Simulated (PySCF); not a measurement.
# ZrH₃⁺: rigid scans about the minimum

How stiff is ZrH₃⁺ (singlet) against rigid distortions? The scans start from its PBE0 minimum.

The runs use PySCF 2.14.0; PBE0, basis Zr def2-TZVP with ECP28, H def2-TZVP, scalar-relativistic core potentials, no spin–orbit coupling, density fitting.

## Step 1: The system as given

4 atoms, charge 1, spin multiplicity 1.

Bond lengths: Zr1–H2 1.788 Å, Zr1–H3 1.788 Å, Zr1–H4 1.788 Å. Angles: H2–Zr1–H3 105.8°, H2–Zr1–H4 105.8°, H3–Zr1–H4 105.8°.

Z-matrix (Å, degrees; charge 1 multiplicity 1):
```
Zr
H  1 1.7878
H  1 1.7878 2 105.80
H  1 1.7878 2 105.80 3 111.98
```

## Step 2: Breathing scan

One driver script runs all scans and calls PySCF for each point, on a (75, 302) grid.

Run with:

```bash
$ OMP_NUM_THREADS=2 python axn.py task.json out
```

A rigid scan with PBE0: all bonds to the central atom are scaled together. Each point starts from its neighbour's orbitals, and energies count from the minimum. Dipoles of the ion refer to the centre of mass.

| scale of all bonds to the centre | energy (kJ/mol) | dipole size (D) |
| --- | --- | --- |
| 0.88 | 110.2 | 2.87 |
| 0.92 | 44.9 | 3.02 |
| 0.96 | 10.3 | 3.14 |
| 1.00 | 0.0 | 3.23 |
| 1.04 | 8.8 | 3.30 |
| 1.08 | 32.4 | 3.35 |
| 1.14 | 88.1 | 3.39 |
| 1.22 | 186.7 | 3.40 |
| 1.35 | 372.3 | 3.32 |

The scan needed 3.9 s of wall time on 2 threads of Arm Neoverse V1, shared host.

## Step 3: Stretching one bond

A rigid scan with PBE0: the bond from Zr to the last atom (H) is scaled and the rest held.

| scale of one bond | energy (kJ/mol) | dipole size (D) |
| --- | --- | --- |
| 0.92 | 14.6 | 3.18 |
| 0.96 | 3.3 | 3.21 |
| 1.00 | 0.0 | 3.23 |
| 1.05 | 4.4 | 3.27 |
| 1.12 | 21.8 | 3.30 |
| 1.20 | 51.9 | 3.33 |
| 1.35 | 121.1 | 3.34 |
| 1.55 | 214.1 | 3.25 |
| 1.80 | 310.4 | 3.07 |
| 2.20 | 410.3 | 2.90 |

The scan took 4.7 s.

A restricted determinant lies too high at long bonds, where the pair should uncouple.

## Step 4: Umbrella curve

A rigid scan with PBE0: angle between each bond and the threefold axis, bonds fixed.

| angle of the bonds to the threefold axis (°) | energy (kJ/mol) | dipole size (D) |
| --- | --- | --- |
| 55 | 9.3 | 4.27 |
| 60 | 3.8 | 3.89 |
| 65 | 0.4 | 3.44 |
| 70 | 0.8 | 2.93 |
| 75 | 5.6 | 2.35 |
| 80 | 13.4 | 1.68 |
| 85 | 20.9 | 0.89 |
| 90 | 24.1 | 0.00 |

The scan took 3.5 s.

## Step 5: What came out

```
                quantity        value
    all bonds 4 % longer   8.8 kJ/mol
    one bond 20 % longer  51.9 kJ/mol
planar shape, bonds held  24.1 kJ/mol
```

The well is lopsided, 10.3 kJ/mol for 4 % shorter bonds against 8.8 for 4 % longer ones. Held rigid otherwise, the planar shape costs 24 kJ/mol. The stability of the closed-shell solution was not tested.
